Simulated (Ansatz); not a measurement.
# AlO2 (Cmcm) in Ansatz: further runs

Runs on AlO2. Level: PBEsol. Tasks: relaxation of cell and atoms.

All numbers are computed with Ansatz 0.2.0; they aren't measurements. Logs are shortened: lines on timing, memory, paths and dates and some standing lists are left out, and cuts for length are marked.

## 1. Starting point

It takes space group Cmcm (No. 63, orthorhombic). The conventional cell has a = 2.976 Å, b = 10.806 Å, c = 3.647 Å, α = 90.00°, β = 90.00°, γ = 90.00°. Al (site symmetry m2m) has 6 O at 1.87 to 2.02 Å as nearest neighbours. Around O (site symmetry m2m) lie 2 Al at 1.88 Å. O (site symmetry m2m) has 4 Al at 1.87 to 2.02 Å as nearest neighbours.

The cell comes from a database or a generator and needn't be the stable form of this composition.

## 2. Relaxation of cell and atoms, PBEsol

input.yaml

```yaml
crystal:
  lattice:
    - [1.488162, -5.402833, 0.0]
    - [1.488162, 5.402833, 0.0]
    - [0.0, 0.0, 3.646612]
  atoms:
    - { symbol: Al, position: [0.668133, 0.331867, 0.75] }
    - { symbol: Al, position: [0.331867, 0.668133, 0.25] }
    - { symbol: O, position: [0.061072, 0.938928, 0.75] }
    - { symbol: O, position: [0.938928, 0.061072, 0.25] }
    - { symbol: O, position: [0.294184, 0.705816, 0.75] }
    - { symbol: O, position: [0.705816, 0.294184, 0.25] }
hamiltonian:
  xc: pbesol
  pseudopotentials: { kind: paw }
kpoints:
  mp_grid: { grid: [9, 9, 7] }
scf:
  occupations: { method: fermi_dirac, width: 0.05 }
output:
  forces: true
  stress: true
  eigenvalues: true
relax:
  f_tol: 0.01
  max_steps: 40
  cell: { stress_tol: 0.05 }
```

Potentials or basis: Ansatz PAW.

The run is started by

```bash
ansatz run input.yaml --threads 2 --pin off --max-ram 5632MiB --backend cpu --events-out ev --progress --plain --runs-dir out
```

The program printed:

```text
Warning: RAYON_NUM_THREADS=2 ignored (pool sized by the plan → 2); use --threads N
Engine: ansatz 0.2.0, aarch64-unknown-linux-gnu
Pseudopotentials: kind: paw
Pseudopotential: Al, paw, valence charge 3, recommended cutoff 420 eV (normal), Al.paw.azcp
Pseudopotential: O, paw, valence charge 6, recommended cutoff 420 eV (normal), O.paw.azcp
Functional definition: PBEsol
  exchange = pbesol_x
  correlation = pbesol_c
Crystal: 6 atoms, lattice volume = 58.640 Å³
Basis set: ecut = 420 eV, 1139 PW (Γ), exchange–correlation on 80×80×50 points (8 copies of the dense FFT grid, shifted against one another)
Bands: 21, of which v1, the nominal top of the filled ones, is band 15 counted from 1 (14 counted from 0)
Symmetry: 8 space group operations
Space group: Cmcm (ITA 63), of the structure as read, at distance tolerance 3.9e-5 Å
k-points: 100 of 567
Non-local potential: Al, projectors of the file, l = 0: 2, l = 1: 2, l = 2: 1
Non-local potential: O, projectors of the file, l = 0: 2, l = 1: 2, l = 2: 1
PAW form: soft (Blöchl's): semilocal exchange-correlation on the pseudo side does not see the compensation charge
PAW frozen core: Al, regenerated for the run's functional, and the local potential with it (the file was generated under x = pbe(κ = 0.804, μ = 0.2195149727645171), c = pbe(β = 0.06672455060314922))
PAW frozen core: O, regenerated for the run's functional, and the local potential with it (the file was generated under x = pbe(κ = 0.804, μ = 0.2195149727645171), c = pbe(β = 0.06672455060314922))
PAW one-centre angular grid: Al, 110 points (default); XC on 64 Gauss nodes
PAW one-centre angular grid: O, 110 points (default); XC on 64 Gauss nodes
Initial density: superposition of atomic densities (neutral atoms: chi_scale 0, normalization atom), corrected by the library's trained network
Initial wavefunctions: pseudopotential atomic-orbital guess
Functional: x = pbesol(κ = 0.804, μ = 0.12345679012345678), c = pbesol(β = 0.046)
SCF iter   1: F=—  HF=-3294.804435 eV  |F-HF|=—  |Δ(HF+E_count)|=         —  Δρ=1.46e-2  dr2=7.66e-2  ethr=1.77e-3  ⟨swp⟩=6.6  Hψ=11496  notcnv=0  defer=11
preconditioner: auto → Kerker (q_TF=auto, 2.440 Å⁻¹)  [metal: Δε(μ)=0.017 eV  Ē_g=15.486 eV  σ=0.050 eV  W_gap=0.08  n_scr=14 (ndim 8)  ℏωp=26.6 eV  f_vac=0.003  D(μ)=4.68/eV (n_scr^D=50)]
SCF iter   2: F=—  HF=-3294.783554 eV  |F-HF|=—  |Δ(HF+E_count)|=   2.09e-2  Δρ=4.81e-3  dr2=1.07e-2  ethr=2.55e-4  ⟨swp⟩=3.0  Hψ=4208  notcnv=0  defer=100
SCF iter   3: F=—  HF=-3294.780965 eV  |F-HF|=—  |Δ(HF+E_count)|=   2.59e-3  Δρ=1.01e-3  dr2=6.35e-4  ethr=3.57e-5  ⟨swp⟩=2.0  Hψ=3134  notcnv=0  defer=100
SCF iter   4: F=—  HF=-3294.781019 eV  |F-HF|=—  |Δ(HF+E_count)|=   5.45e-5  Δρ=2.37e-4  dr2=8.27e-5  ethr=2.12e-6  ⟨swp⟩=2.0  Hψ=3168  notcnv=0  defer=100
SCF iter   5: F=—  HF=-3294.781032 eV  |F-HF|=—  |Δ(HF+E_count)|=   1.25e-5  Δρ=9.44e-5  dr2=1.83e-5  ethr=2.76e-7  ⟨swp⟩=2.1  Hψ=3443  notcnv=0  defer=100
SCF iter   6: F=—  HF=-3294.781030 eV  |F-HF|=—  |Δ(HF+E_count)|=   2.05e-6  Δρ=2.93e-5  dr2=1.35e-6  ethr=6.09e-8  ⟨swp⟩=2.6  Hψ=3526  notcnv=0  defer=100
SCF iter   7: F=-3294.781030 eV  HF=-3294.781030 eV  |F-HF|=1.12e-8  |Δ(HF+E_count)|=   1.70e-7  Δρ=1.17e-5  dr2=7.75e-8  ethr=3.33e-10  ⟨swp⟩=7.8  Hψ=10626  notcnv=0
SCF 1 converged in 7 iterations: F = -3294.781030 eV  dr2 = 7.75e-8
relax step   1: F+E_penalty+E_count = -3294.78102952 eV  Δ(F+E_penalty+E_count) = +0.000e0 eV  max|allowed force component| = 6.407e-1 eV/Å  Δτ_max = 0.0000 Å  P = -5.942 GPa  Ω = 58.640 Å³  (7 SCF iters, dr2 threshold 1.00e-7 eV, accepted)
Crystal: 6 atoms, lattice volume = 55.017 Å³
Basis set: ecut = 420 eV, 1057 PW (Γ), exchange–correlation on 80×80×50 points (8 copies of the dense FFT grid, shifted against one another)
Initial density: handed on by an earlier stage of this run
Initial wavefunctions: those handed on with the density
iter 1 solved again at ethr=1.13e-3 eV; its pass at ethr=3.10e-3 eV (dr2=3.38e-1 eV) is discarded
SCF iter   1: F=—  HF=-3295.237376 eV  |F-HF|=—  |Δ(HF+E_count)|=         —  Δρ=3.39e-2  dr2=3.38e-1  ethr=1.13e-3  ⟨swp⟩=1.6  Hψ=12265  notcnv=0
preconditioner: auto → Kerker (q_TF=auto, 2.466 Å⁻¹)  [metal: Δε(μ)=0.040 eV  Ē_g=15.955 eV  σ=0.050 eV  W_gap=0.20  n_scr=14 (ndim 8)  ℏωp=27.4 eV  f_vac=0.000  D(μ)=1.08/eV (n_scr^D=4)]
SCF iter   2: F=—  HF=-3295.172209 eV  |F-HF|=—  |Δ(HF+E_count)|=   6.52e-2  Δρ=1.57e-2  dr2=1.01e-1  ethr=1.13e-3  ⟨swp⟩=2.0  Hψ=2508  notcnv=0
SCF iter   3: F=—  HF=-3295.148323 eV  |F-HF|=—  |Δ(HF+E_count)|=   2.39e-2  Δρ=2.86e-3  dr2=1.15e-2  ethr=3.38e-4  ⟨swp⟩=2.0  Hψ=2849  notcnv=0  defer=34
SCF iter   4: F=—  HF=-3295.145475 eV  |F-HF|=—  |Δ(HF+E_count)|=   2.85e-3  Δρ=9.10e-4  dr2=1.98e-3  ethr=3.84e-5  ⟨swp⟩=1.1  Hψ=2619  notcnv=0  defer=34
SCF iter   5: F=—  HF=-3295.144885 eV  |F-HF|=—  |Δ(HF+E_count)|=   5.90e-4  Δρ=4.02e-4  dr2=1.63e-4  ethr=6.61e-6  ⟨swp⟩=2.1  Hψ=3120  notcnv=0  defer=34
SCF iter   6: F=—  HF=-3295.144839 eV  |F-HF|=—  |Δ(HF+E_count)|=   4.56e-5  Δρ=1.52e-4  dr2=1.54e-5  ethr=5.43e-7  ⟨swp⟩=2.5  Hψ=3377  notcnv=0  defer=34
SCF iter   7: F=—  HF=-3295.144838 eV  |F-HF|=—  |Δ(HF+E_count)|=   1.04e-6  Δρ=3.82e-5  dr2=8.54e-7  ethr=5.15e-8  ⟨swp⟩=2.2  Hψ=3100  notcnv=0  defer=34
SCF iter   8: F=-3295.144838 eV  HF=-3295.144838 eV  |F-HF|=3.51e-8  |Δ(HF+E_count)|=   4.51e-7  Δρ=7.95e-6  dr2=3.14e-8  ethr=2.00e-9  ⟨swp⟩=8.5  Hψ=9655  notcnv=0
SCF 2 converged in 8 iterations: F = -3295.144838 eV  dr2 = 3.14e-8
[... 139 lines left out ...]
SCF iter   3: F=—  HF=-3295.698822 eV  |F-HF|=—  |Δ(HF+E_count)|=   4.94e-8  Δρ=4.14e-6  dr2=1.28e-9  ethr=8.83e-11  ⟨swp⟩=2.1  Hψ=3607  notcnv=0
iter 4 did not close the SCF: its close was put off for the readings that it lacked (scf_convergence_deferred on its scf_iter line)
SCF iter   4: F=-3295.698822 eV  HF=-3295.698822 eV  |F-HF|=1.82e-11  |Δ(HF+E_count)|=   2.29e-9  Δρ=3.80e-7  dr2=2.37e-11  ethr=4.27e-12  ⟨swp⟩=2.0  Hψ=3465  notcnv=0
iter 5 did not close the SCF: its close was put off for the readings that it lacked (scf_convergence_deferred on its scf_iter line)
SCF iter   5: F=-3295.698822 eV  HF=-3295.698822 eV  |F-HF|=0.00e0  |Δ(HF+E_count)|=  2.09e-11  Δρ=9.86e-8  dr2=1.99e-12  ethr=1.00e-12  ⟨swp⟩=1.0  Hψ=2100  notcnv=0
iter 6 did not close the SCF: its close was put off for the readings that it lacked (scf_convergence_deferred on its scf_iter line)
SCF iter   6: F=-3295.698822 eV  HF=-3295.698822 eV  |F-HF|=4.55e-13  |Δ(HF+E_count)|=  1.82e-12  Δρ=8.87e-9  dr2=2.44e-14  ethr=1.00e-12  ⟨swp⟩=1.0  Hψ=2100  notcnv=0
iter 7 did not close the SCF: its close was put off for the readings that it lacked (scf_convergence_deferred on its scf_iter line)
SCF iter   7: F=-3295.698822 eV  HF=-3295.698822 eV  |F-HF|=4.55e-13  |Δ(HF+E_count)|=  9.09e-13  Δρ=2.93e-9  dr2=3.27e-15  ethr=1.00e-12  ⟨swp⟩=1.0  Hψ=2100  notcnv=0
SCF iter   8: F=-3295.698822 eV  HF=-3295.698822 eV  |F-HF|=0.00e0  |Δ(HF+E_count)|=    0.00e0  Δρ=4.69e-10  dr2=8.28e-17  ethr=1.00e-12  ⟨swp⟩=1.2  Hψ=4624  notcnv=0
SCF 13 converged in 8 iterations: F = -3295.698822 eV  dr2 = 8.28e-17
relax step  13: F+E_penalty+E_count = -3295.69882234 eV  Δ(F+E_penalty+E_count) = +1.298e-3 eV  max|allowed force component| = 4.274e-4 eV/Å  Δτ_max = 0.0000 Å  P = -0.032 GPa  Ω = 51.531 Å³  stress off target by 4.12e-2 GPa  SCF on the basis re-selected at this cell (its energy is not comparable with the rows above)  (8 SCF iters)
basis re-selected at this cell: Δ(F+E_penalty+E_count) = +1.298e-3 eV, ΔP = -0.032 GPa vs the last step (what re-selecting the basis moved, of the pressure what is left beyond the Pulay correction that the steps carried, after the strain that the cell walked since its last selection, with what the two solves' SCF thresholds leave and, on support functions, any second-order correction that the steps lacked; it is no measure of the basis error at this ecutwfc). This SCF's stress stands 4.12e-2 GPa from its target on what of the cell is left free (relax.cell.stress_tol is 5.00e-2 GPa) and its largest allowed force component is 4.27e-4 eV/Å (relax.f_tol is 1.00e-2 eV/Å): within both
SCF converged after 8 iterations
Free energy (F): -3295.698822 eV
Harris-Foulkes:  -3295.698822 eV  (|F-HF|=0.00e0)
Internal energy: -3295.698815 eV  (E = F + TS)
E sigma→0 (E₀):  -3295.698819 eV
Entropy (-TS):   -0.000007 eV (-0.001 meV/atom)
Fermi energy:    7.975444 eV
--- Per-component energies (eV) ---
  E_band       = 11.958229
  E_kinetic    = 756.197340
  E_local      = -1284.238170  (includes V_loc(G=0)·N_el)
  E_nonlocal   = 211.680587
  E_hartree    = 457.262717
  E_xc         = -373.749239
  E_vxc        = -437.102007  (∫ρ·V_xc dr)
  E_paw        = -1518.060160  (= ΣΔE_a)
  E_vpaw       = -149.114610  (= ΣTr[D̂ρ^β])
  E_aug_tail   = 0.009653  (compensation charges beyond the density's cutoff)
  E_ewald      = -1544.980975
  E_core_change = 0.179430  (= ΣΔE_core)
  E_smearing   = -0.000007  (= −TS)
  E_closure    = -0.000000  (closes the sum)
  Σ components = -3295.698822   (vs F -3295.698822, Δ=0.00e0)
--- Forces (eV/Å), atoms counted from 1 ---
  atom   1  Al     0.00000000    -0.00042739     0.00000000
  atom   2  Al     0.00000000     0.00042739     0.00000000
  atom   3  O      0.00000000     0.00041414     0.00000000
  atom   4  O      0.00000000    -0.00041414     0.00000000
  atom   5  O      0.00000000    -0.00026521     0.00000000
  atom   6  O      0.00000000     0.00026521     0.00000000
  max |Σ_I F_I| component: 5.42e-20 eV/Å
--- Stress (GPa, compression-positive) ---
       -0.032594       0.000000       0.000000
        0.000000      -0.041186       0.000000
        0.000000       0.000000      -0.023004
  P = ⅓ Tr σ = -0.0323 GPa (-0.323 kbar)
--- Band table (eV; the first three rows and the last of 100) ---
  k-point 0: bands = ["-12.7024", "-10.9361", "-8.7991", "-8.0664", "0.6439", "1.6464", "2.2588", "3.8913", "4.2664", "4.3321", "5.6905", "6.1898", "6.7855", "6.8140", "7.2467", "10.0393", "13.1076", "16.3539", "17.2070", "18.8555", "19.7341"]
  k-point 1: bands = ["-12.5498", "-10.8209", "-8.9768", "-8.3399", "0.9260", "1.0520", "3.3402", "3.3449", "4.3743", "4.4484", "5.7842", "6.1678", "6.6399", "6.8582", "7.0640", "9.7887", "13.4934", "16.5913", "17.0542", "18.3360", "19.8788"]
  k-point 2: bands = ["-12.1026", "-10.4923", "-9.5926", "-8.8757", "0.5465", "1.9564", "2.3092", "4.6842", "4.7858", "4.8686", "5.3914", "6.2212", "6.2456", "6.5803", "6.9803", "9.2905", "14.2925", "16.6491", "16.8007", "17.8813", "20.3222"]
  k-point 99: bands = ["-10.9328", "-10.6472", "-10.0729", "-9.8900", "1.5728", "2.2499", "2.9341", "3.8274", "4.8325", "5.2761", "5.5231", "5.6978", "5.8553", "6.1269", "7.1535", "8.5628", "15.5249", "16.1643", "17.5060", "17.8617", "19.5866"]
--- Relaxed structure (11 steps of the walk, 11 accepted, 2 SCFs on fresh bases) ---
  F+E_penalty+E_count = -3295.69882234 eV   max|allowed force component| = 4.274e-4 eV/Å   (the final SCF, on the basis selected at the relaxed cell)
  cell:  # Å, volume = 51.5308 Å³
    - [1.4565691388393964, -4.924755610569358, 0.0]
    - [1.4565691388393964, 4.924755610569358, 0.0]
    - [0.0, 0.0, 3.5918759944991754]
  atoms:
    - { symbol: Al, position: [0.6617127840199051, 0.3382872159800949, 0.7499999999999999] }
    - { symbol: Al, position: [0.3382872159800949, 0.6617127840199051, 0.24999999999999997] }
    - { symbol: O, position: [0.028327502237690816, 0.9716724977623092, 0.7499999999999999] }
    - { symbol: O, position: [0.9716724977623092, 0.028327502237690816, 0.24999999999999997] }
    - { symbol: O, position: [0.2950892404015721, 0.7049107595984279, 0.7499999999999999] }
    - { symbol: O, position: [0.7049107595984279, 0.2950892404015721, 0.24999999999999997] }
```

Run time: 53 s. Hardware: 2 threads of Arm Neoverse V1, shared host; peak memory 0.41 GiB.

Results:

```yaml
Free_energy: -3295.6988 eV
Relaxed_volume: 8.59 Å³/atom
Relaxed_cell: a = 5.136 Å, b = 5.136 Å, c = 3.592 Å, α = 90.00°, β = 90.00°, γ = 147.05°
Space_group_after_relaxing_to_0.05_Å: Cmcm (No. 63)
Energy_gained_by_relaxing: 153.0 meV/atom
Ionic_steps: 13
Pressure_after_relaxing: 0.0 GPa
Band_gap_on_the_k_mesh: 0.98 eV, indirect (least direct gap 1.05 eV)
```

The path:
| step | energy change (eV) | largest force (eV/Å) | volume (Å³) |
| --- | --- | --- | --- |
| 1 | 0.0000 | 0.6407 | 58.64 |
| 2 | -0.3638 | 1.8085 | 55.02 |
| 3 | -0.7123 | 1.5392 | 52.23 |
| 4 | -0.7477 | 1.1744 | 49.29 |
| 5 | -0.9258 | 0.2319 | 52.18 |
| 6 | -0.9356 | 0.0989 | 51.74 |
| 7 | -0.9368 | 0.0297 | 51.70 |
| 8 | -0.9367 | 0.0045 | 51.73 |
| 9 | -0.9366 | 0.0012 | 51.74 |
| 10 | -0.9172 | 0.0011 | 51.74 |
| 11 | -0.9191 | 0.0166 | 51.53 |
| 12 | -0.9191 | 0.0005 | 51.53 |
| 13 | -0.9178 | 0.0004 | 51.53 |

Final structure:
```
CELL_PARAMETERS angstrom
1.45657 -4.92476 0.00000
1.45657 4.92476 0.00000
0.00000 0.00000 3.59188
ATOMIC_POSITIONS crystal
Al 0.66171 0.33829 0.75000
Al 0.33829 0.66171 0.25000
O 0.02833 0.97167 0.75000
O 0.97167 0.02833 0.25000
O 0.29509 0.70491 0.75000
O 0.70491 0.29509 0.25000
```

Caveat: odd divisions of the mesh miss points on the zone boundary, where band edges often lie, so the gap on the mesh can be too wide; the plane-wave basis is chosen anew once the cell has moved, so the energies of steps on either side of that aren't comparable; the pressure holds a Pulay correction of +1.0 GPa for the finite cutoff; the PAW data sets come from PBE, with cores solved anew for the run's functional, which leaves a small shift of forces and pressure. As with any semilocal functional, this PBEsol gap is likely too small.

## 3. Relaxation of cell and atoms, PBEsol, target pressure 2 GPa, at which the enthalpy is minimised

input.yaml: that of step 2 with these lines changed.

```diff
@@ -26,2 +26,2 @@
   max_steps: 40
-  cell: { stress_tol: 0.05 }
+  cell: { stress_tol: 0.05, p_target: 2.0 }
```

Potentials or basis: Ansatz PAW.

The run is started by

```bash
ansatz run input.yaml --threads 2 --pin off --max-ram 5632MiB --backend cpu --events-out ev --progress --plain --runs-dir out
```

Run time: 56 s. Hardware: 2 threads of Arm Neoverse V1, shared host; peak memory 0.41 GiB.

Results (log left out):

- Free energy: -3295.6957 eV
- Relaxed volume: 8.50 Å³/atom
- Relaxed cell: a = 5.112 Å, b = 5.112 Å, c = 3.584 Å, α = 90.00°, β = 90.00°, γ = 147.01°
- Space group after relaxing (to 0.05 Å): Cmcm (No. 63)
- Energy change on relaxing (the enthalpy is what falls): -152.5 meV/atom
- Ionic steps: 14
- Pressure after relaxing: 2.0 GPa
- Band gap on the k mesh: 1.00 eV, indirect (least direct gap 1.07 eV)

The path:
| step | energy change (eV) | largest force (eV/Å) | volume (Å³) |
| --- | --- | --- | --- |
| 1 | 0.0000 | 0.6407 | 58.64 |
| 2 | -0.3615 | 1.8145 | 54.89 |
| 3 | -0.7181 | 1.5516 | 51.71 |
| 4 | -0.7707 | 0.9464 | 49.12 |
| 5 | -0.9328 | 0.2214 | 51.39 |
| 6 | -0.9354 | 0.1145 | 51.20 |
| 7 | -0.9369 | 0.0288 | 51.28 |
| 8 | -0.9365 | 0.0299 | 51.18 |
| 9 | -0.9368 | 0.0024 | 51.21 |
| 10 | -0.9166 | 0.0019 | 51.21 |
| 11 | -0.9160 | 0.0058 | 51.02 |
| 12 | -0.9160 | 0.0064 | 51.00 |
| 13 | -0.9159 | 0.0002 | 51.00 |
| 14 | -0.9147 | 0.0002 | 51.00 |

Final structure:
```
Al O
1.0
     1.45141   -4.90210    0.00000
     1.45141    4.90210    0.00000
     0.00000    0.00000    3.58403
Al O
2 4
Cartesian
  1.4514 -1.5840 2.6880
  1.4514 1.5840 0.8960
  1.4514 4.6277 2.6880
  1.4514 -4.6277 0.8960
  1.4514 2.0058 2.6880
  1.4514 -2.0058 0.8960
```

Levels at points of the mesh, in eV from the valence-band top:
| k point | band 11 | band 12 | band 13 | band 14 | band 15 | band 16 | band 17 | band 18 | band 19 | band 20 |
| --- | --- | --- | --- | --- | --- | --- | --- | --- | --- | --- |
| (0.00, 0.00, 0.00) | -1.78 | -1.26 | -0.68 | -0.64 | -0.20 | 2.63 | 5.74 | 8.98 | 9.81 | 11.49 |

Caveat: odd divisions of the mesh miss points on the zone boundary, where band edges often lie, so the gap on the mesh can be too wide; the plane-wave basis is chosen anew once the cell has moved, so the energies of steps on either side of that aren't comparable; the pressure holds a Pulay correction of +1.0 GPa for the finite cutoff; the PAW data sets come from PBE, with cores solved anew for the run's functional, which leaves a small shift of forces and pressure.

## 4. Relaxation of cell and atoms, PBEsol, target pressure 5 GPa, at which the enthalpy is minimised

input.yaml: that of step 3 with these lines changed.

```diff
@@ -26,2 +26,2 @@
   max_steps: 40
-  cell: { stress_tol: 0.05, p_target: 2.0 }
+  cell: { stress_tol: 0.05, p_target: 5.0 }
```

The run is started by

```bash
ansatz run input.yaml --threads 2 --pin off --max-ram 5632MiB --backend cpu --events-out ev --progress --plain --runs-dir out
```

Run time: 52 s. Hardware: 2 threads of Arm Neoverse V1, shared host; peak memory 0.41 GiB.

It converged, with:

```yaml
Free_energy: -3295.6797 eV
Relaxed_volume: 8.38 Å³/atom
Relaxed_cell: a = 5.080 Å, b = 5.080 Å, c = 3.573 Å, α = 90.00°, β = 90.00°, γ = 146.97°
Space_group_after_relaxing_to_0.05_Å: Cmcm (No. 63)
Energy_change_on_relaxing_the_enthalpy_is_what_falls: -149.8 meV/atom
Ionic_steps: 13
Pressure_after_relaxing: 5.0 GPa
Band_gap_on_the_k_mesh: 1.03 eV, indirect (least direct gap 1.10 eV)
```

Step by step:
| step | energy change (eV) | largest force (eV/Å) | volume (Å³) |
| --- | --- | --- | --- |
| 1 | 0.0000 | 0.6407 | 58.64 |
| 2 | -0.3633 | 1.8461 | 54.64 |
| 3 | -0.7165 | 1.6046 | 51.19 |
| 4 | -0.7104 | 1.0130 | 48.37 |
| 5 | -0.9214 | 0.2059 | 50.49 |
| 6 | -0.9230 | 0.1177 | 50.42 |
| 7 | -0.9271 | 0.0443 | 50.55 |
| 8 | -0.9235 | 0.0427 | 50.40 |
| 9 | -0.9254 | 0.0010 | 50.46 |
| 10 | -0.9045 | 0.0020 | 50.46 |
| 11 | -0.8999 | 0.0033 | 50.25 |
| 12 | -0.9000 | 0.0001 | 50.26 |
| 13 | -0.8986 | 0.0000 | 50.26 |

Final structure:
```
CELL_PARAMETERS angstrom
1.44408 -4.87020 0.00000
1.44408 4.87020 0.00000
0.00000 0.00000 3.57287
ATOMIC_POSITIONS crystal
Al 0.66135 0.33865 0.75000
Al 0.33865 0.66135 0.25000
O 0.02751 0.97249 0.75000
O 0.97249 0.02751 0.25000
O 0.29588 0.70412 0.75000
O 0.70412 0.29588 0.25000
```

Levels at points of the mesh, in eV from the valence-band top:
```csv
k point,band 13,band 14,band 15,band 16,band 17,band 18
"(0.00, 0.00, 0.00)",-0.67,-0.62,-0.18,2.72,5.89,9.12
```

Caveat: odd divisions of the mesh miss points on the zone boundary, where band edges often lie, so the gap on the mesh can be too wide; the plane-wave basis is chosen anew once the cell has moved, so the energies of steps on either side of that aren't comparable; the pressure holds a Pulay correction of +1.0 GPa for the finite cutoff; the PAW data sets come from PBE, with cores solved anew for the run's functional, which leaves a small shift of forces and pressure. PBEsol gaps usually lie below the measured ones, often by a third to a half.

[end of part 1 of 2]
